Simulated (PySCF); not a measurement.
**C₃F₈: electronic structure in real space**

For C₃F₈, the scripts below analyse its density (charges, bond critical points, surface potential), see where an electron leaves and enters and measure its response to a uniform field.

The runs use PySCF 2.14.0; levels as typed in each script, gas phase, geometry from GFN2-xTB.

### Step 1. Starting geometry

SMILES `FC(F)(F)C(F)(F)C(F)(F)F`, 11 atoms, charge 0, spin multiplicity 1.

Bond lengths: F1–C2 1.325 Å, C2–F3 1.326 Å, C2–F4 1.330 Å, C2–C5 1.559 Å, C5–F6 1.344 Å, C5–F7 1.343 Å, C5–C8 1.559 Å, C8–F9 1.330 Å, C8–F10 1.326 Å, C8–F11 1.325 Å. Angles: F1–C2–F3 108.3°, F1–C2–F4 108.1°, F1–C2–C5 110.4°, F3–C2–F4 108.2°, F3–C2–C5 110.9°, F4–C2–C5 110.7°, C2–C5–F6 109.0°, C2–C5–F7 109.0°, C2–C5–C8 113.2°, F6–C5–F7 107.6°, F6–C5–C8 109.0°, F7–C5–C8 109.0°, C5–C8–F9 110.7°, C5–C8–F10 110.9°, C5–C8–F11 110.4°, F9–C8–F10 108.2°, F9–C8–F11 108.1°, F10–C8–F11 108.3°.

Coordinates:

```
F    -2.3700    0.5493   -0.0002
C    -1.3009   -0.2334    0.0020
F    -1.3544   -1.0102    1.0758
F    -1.3542   -1.0102   -1.0760
C     0.0000    0.6251    0.0000
F     0.0011    1.4183    1.0844
F    -0.0011    1.4183   -1.0844
C     1.3009   -0.2334   -0.0020
F     1.3543   -1.0102    1.0760
F     1.3544   -1.0102   -1.0757
F     2.3700    0.5493    0.0002
```

### Step 2. Density, bond paths and surface potential (wB97X/def2-tzvp)

input.py reads:

```python
import numpy as np
from pyscf import gto, scf, dft
from pyscf.scf import atom_ks, atom_hf
from scipy.linalg import block_diag

def solve(mol, dm0=None, hcore=None):
    mf = (dft.UKS if mol.spin else dft.RKS)(mol, xc='wb97x')
    mf.grids.level = 3
    mf = mf.density_fit(auxbasis='def2-universal-jkfit')
    mf.conv_tol, mf.max_cycle = 1e-8, 80
    if hcore is not None:
        mf.get_hcore = lambda *args: hcore
    mf.kernel(dm0)
    if not mf.converged:
        mf = mf.newton().run(mf.mo_coeff, mf.mo_occ, max_cycle=30)
    assert mf.converged, 'SCF not converged'
    return mf

mol = gto.M(atom='''
F     -2.37003     0.54929    -0.00020
C     -1.30091    -0.23337     0.00199
F     -1.35444    -1.01016     1.07578
F     -1.35425    -1.01022    -1.07597
C      0.00002     0.62514    -0.00004
F      0.00106     1.41830     1.08436
F     -0.00106     1.41826    -1.08441
C      1.30090    -0.23338    -0.00198
F      1.35426    -1.01015     1.07601
F      1.35442    -1.01020    -1.07575
F      2.37003     0.54928     0.00019
''', basis='def2-tzvp', charge=0, spin=0, verbose=4)
mf = solve(mol)
mf.analyze()
# spherically averaged free atoms, for the promolecule
atm = atom_ks.get_atm_nrks(mol, xc='wb97x')
pro = block_diag(*[(atm[a[0]][2] * atm[a[0]][3]) @ atm[a[0]][2].T for a in mol._atom])
np.savez('result.npz', e=mf.e_tot, c=mf.mo_coeff, occ=mf.mo_occ, eps=mf.mo_energy, pro=pro, dip=mf.dip_moment(verbose=0), s2=mf.spin_square()[0])
```

Launch:

```bash
> OMP_NUM_THREADS=1 python input.py
```

### Step 4. Removing and adding an electron (wB97X/def2-tzvp)

input.py reads:

```python
import numpy as np
from pyscf import gto, scf, dft
from pyscf.scf import atom_ks, atom_hf
from scipy.linalg import block_diag

def solve(mol, dm0=None, hcore=None):
    mf = (dft.UKS if mol.spin else dft.RKS)(mol, xc='wb97x')
    mf.grids.level = 3
    mf = mf.density_fit(auxbasis='def2-universal-jkfit')
    mf.conv_tol, mf.max_cycle = 1e-8, 80
    if hcore is not None:
        mf.get_hcore = lambda *args: hcore
    mf.kernel(dm0)
    if not mf.converged:
        mf = mf.newton().run(mf.mo_coeff, mf.mo_occ, max_cycle=30)
    assert mf.converged, 'SCF not converged'
    return mf

mol = gto.M(atom='''
F     -2.37003     0.54929    -0.00020
C     -1.30091    -0.23337     0.00199
F     -1.35444    -1.01016     1.07578
F     -1.35425    -1.01022    -1.07597
C      0.00002     0.62514    -0.00004
F      0.00106     1.41830     1.08436
F     -0.00106     1.41826    -1.08441
C      1.30090    -0.23338    -0.00198
F      1.35426    -1.01015     1.07601
F      1.35442    -1.01020    -1.07575
F      2.37003     0.54928     0.00019
''', basis='def2-tzvp', charge=0, spin=0, verbose=4)
mf = solve(mol)
out = dict(e0=mf.e_tot, dm0=mf.make_rdm1(), c=mf.mo_coeff, occ=mf.mo_occ, eps=mf.mo_energy)
for name, dq, spin in [('cation', 1, 1)]:
    ion = mol.copy().set(charge=mol.charge + dq, spin=spin).build()
    mi = solve(ion)
    if spin and dq > 0 and mol.nao < 130:
        c, _, stable, _ = mi.stability(return_status=True)
        if not stable:
            mi = solve(ion, mi.make_rdm1(c, mi.mo_occ))
    print(name, 'vertical energy change / eV', (mi.e_tot - mf.e_tot) * 27.211386)
    out.update({'e_' + name: mi.e_tot, 'dm_' + name: mi.make_rdm1(), 's2_' + name: mi.spin_square()[0], 'eps_' + name: mi.mo_energy, 'occ_' + name: mi.mo_occ})
# spherically averaged free atoms, for the promolecule
atm = atom_ks.get_atm_nrks(mol, xc='wb97x')
pro = block_diag(*[(atm[a[0]][2] * atm[a[0]][3]) @ atm[a[0]][2].T for a in mol._atom])
np.savez('result.npz', pro=pro, **out)
```

### Step 6. Response to an electric field (wB97X/def2-tzvp)

Edit input.py of step 4 so:

```diff
@@ -31,13 +31,10 @@
 ''', basis='def2-tzvp', charge=0, spin=0, verbose=4)
+field = np.array([0.004, 0.0, 0.0])  # atomic units
+mol.set_common_orig(mol.atom_charges() @ mol.atom_coords() / mol.atom_charges().sum())
 mf = solve(mol)
-out = dict(e0=mf.e_tot, dm0=mf.make_rdm1(), c=mf.mo_coeff, occ=mf.mo_occ, eps=mf.mo_energy)
-for name, dq, spin in [('cation', 1, 1)]:
-    ion = mol.copy().set(charge=mol.charge + dq, spin=spin).build()
-    mi = solve(ion)
-    if spin and dq > 0 and mol.nao < 130:
-        c, _, stable, _ = mi.stability(return_status=True)
-        if not stable:
-            mi = solve(ion, mi.make_rdm1(c, mi.mo_occ))
-    print(name, 'vertical energy change / eV', (mi.e_tot - mf.e_tot) * 27.211386)
-    out.update({'e_' + name: mi.e_tot, 'dm_' + name: mi.make_rdm1(), 's2_' + name: mi.spin_square()[0], 'eps_' + name: mi.mo_energy, 'occ_' + name: mi.mo_occ})
+out = dict(dm0=mf.make_rdm1(), d0=mf.dip_moment(unit='AU'), e0=mf.e_tot)
+for name, sign in (('p', 1), ('m', -1)):
+    h = mf.get_hcore() + sign * np.einsum('x,xij->ij', field, mol.intor('int1e_r'))
+    mi = solve(mol, mf.make_rdm1(), h)
+    out.update({'dm' + name: mi.make_rdm1(), 'd' + name: mi.dip_moment(unit='AU'), 'e' + name: mi.e_tot})
 # spherically averaged free atoms, for the promolecule
```

(Steps that only read results are left out.)

**Question.** What will these runs give? Wanted: dipole moment; HOMO, LUMO; vertical ionisation energy; polarisability along the field.

**Answer**, as computed:

```
                                        quantity            value
                 dipole moment (wB97X/def2-tzvp)           0.03 D
                    HOMO, LUMO (wB97X/def2-tzvp)  -13.37, 3.35 eV
    vertical ionisation energy (wB97X/def2-tzvp)         13.44 eV
polarisability along the field (wB97X/def2-tzvp)       42.6 bohr³
```

In words: At wB97X/def2-tzvp: The highest Hirshfeld charge is on C2 and C8 (+0.23 e), the lowest on F3, F4, F9 and F10 (−0.07 e). The ionisation energy from two SCF runs, 13.44 eV, lies 0.1 eV above −ε(HOMO) = 13.37 eV of the same level, wB97X/def2-tzvp. The geometry was not optimised at these levels.
